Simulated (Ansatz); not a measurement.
# GeH4O: the cost of one run

Method: UKS PBE-D4/def2-SVP, in Ansatz 0.2.0.

## 1. The starting structure

Bond lengths: Ge1–O3 2.023 Å, H2–O3 0.958 Å, Ge1–H5 1.691 Å. Angles: Ge1–O3–H2 74.8°, O3–Ge1–H5 90.4°.

Coordinates:

```xyz
6

Ge    1.1092    0.4315    0.3313
H    -0.4012   -0.7564   -0.2187
O     0.2150   -0.8572   -0.9458
H    -0.5267    0.1361   -0.6382
H     0.2100   -0.1993    1.6174
H    -0.6062    1.2453   -0.1460
```

## 2. Run 1

150 steps of 0.5 fs at constant energy, with velocities drawn for 300 K.

input.yaml

```yaml
crystal:
  periodic: [false, false, false]
  atoms:
    - { symbol: Ge, position_ang: [1.1092, 0.4315, 0.3313] }
    - { symbol: H, position_ang: [-0.4012, -0.7564, -0.2187] }
    - { symbol: O, position_ang: [0.215, -0.8572, -0.9458] }
    - { symbol: H, position_ang: [-0.5267, 0.1361, -0.6382] }
    - { symbol: H, position_ang: [0.21, -0.1993, 1.6174] }
    - { symbol: H, position_ang: [-0.6062, 1.2453, -0.146] }
magnetization:
  spin_polarized: true
basis:
  gaussian: { orbitals: def2-SVP }
hamiltonian:
  xc: pbe
  dispersion: d4
md:
  timestep: 0.5
  n_steps: 150
  ensemble: nve
  temperature: 300.0
  initial_velocities: maxwell_boltzmann
  seed: 806129
```

Command:

```
ansatz run input.yaml --threads 1 --pin off --max-ram 2048MiB --backend cpu --events-out ev --progress --plain --runs-dir out
```

Q: Estimate wall time and peak memory on 1 thread of Arm Neoverse V2, shared host.

About 4.6 min, with a peak of 0.11 GiB.
